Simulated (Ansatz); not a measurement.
# SeF (quartet): from Hartree-Fock to the top rungs, cc-pVDZ

One table from this session's results is given with a row withheld; the runs are named, their logs left out.

Computed with Ansatz 0.2.0, Gaussian basis. Level: cc-pVDZ, core rule «outside noble gas», up to 15 orbitals frozen.

The runs, in order: UHF; CCSD(T) on ROHF; CCSD(T) on UHF; BCCD(T) on ROHF; CISD; CCSDT(Q) on ROHF; CCSDT(Q) on UHF; CASSCF and MRCISD+Q, 13 electrons in 8 orbitals; CASSCF and NEVPT2, 13 electrons in 8 orbitals.

11 further runs of the same task are left out: 1 that didn't finish, 10 set aside as unsound or not needed.

## The geometry

The geometry is a PBE0/def2-TZVP stationary point (not a proven minimum) of the parent state, kept for this charge and spin. No spin-orbit coupling is included. The filled d shell of Se may be among the frozen orbitals whatever the setting's name suggests; the logs give the count.

2 atoms, charge 0, spin multiplicity 4.

Atoms are counted from 1 here; the program's logs count them from 0.

Bond lengths: F1–Se2 1.738 Å.

The first run:

Contents of in.yaml:

```yaml
crystal:
  periodic: [false, false, false]
  atoms:
    - {symbol: F, position_ang: [0.000000, 0.000000, 0.000000]}
    - {symbol: Se, position_ang: [0.000000, 0.000000, 1.737500]}
basis:
  gaussian: {orbitals: cc-pVDZ}
magnetization: {spin_polarized: true, initial_magnetization: 3}
hamiltonian: {xc: hf}
output: {orbitals: {seedname: orbitals}}
```

The run is started by

```console
$ ansatz run in.yaml --threads 1 --pin off --events-out ev --progress --plain --max-ram 2393MiB
```

Among the steps run: UHF; CCSD(T) on ROHF; CCSD(T) on UHF; BCCD(T) on ROHF; CISD; CCSDT(Q) on ROHF; CCSDT(Q) on UHF; CASSCF and MRCISD+Q, 13 electrons in 8 orbitals; CASSCF and NEVPT2, 13 electrons in 8 orbitals.

One table of the session follows, with a row left open; its other results are not shown here.

```
          method  from UCCSDT(Q) (meV)
            ROHF               +8108.5
             UHF               +7975.0
            RMP2                +546.6
            UMP2                +574.3
            CISD                +681.6
           RCCSD                +205.1
           UCCSD                +190.6
        RCCSD(T)                 +47.1
        UCCSD(T)                 +38.5
         BCCD(T)                 +43.4
          RCCSDT                 +31.7
          UCCSDT                     ?
       RCCSDT(Q)                 +16.4
       UCCSDT(Q)                     0
  CASSCF valence               +7901.7
  NEVPT2 valence               +1185.1
  MRCISD valence                +659.1
MRCISD+Q valence                +118.7
```

**Question.** Estimate the row for UCCSDT.

As computed: from UCCSDT(Q) (meV): +21.2. In the column «from UCCSDT(Q) (meV)» it lies between RCCSDT(Q) (+16.4) and RCCSDT (+31.7).

Limits of these values: Restricted and unrestricted rows rest on different reference determinants; where their highest levels disagree by more than a few hundredths of an eV, they describe different states and don't form one ladder.
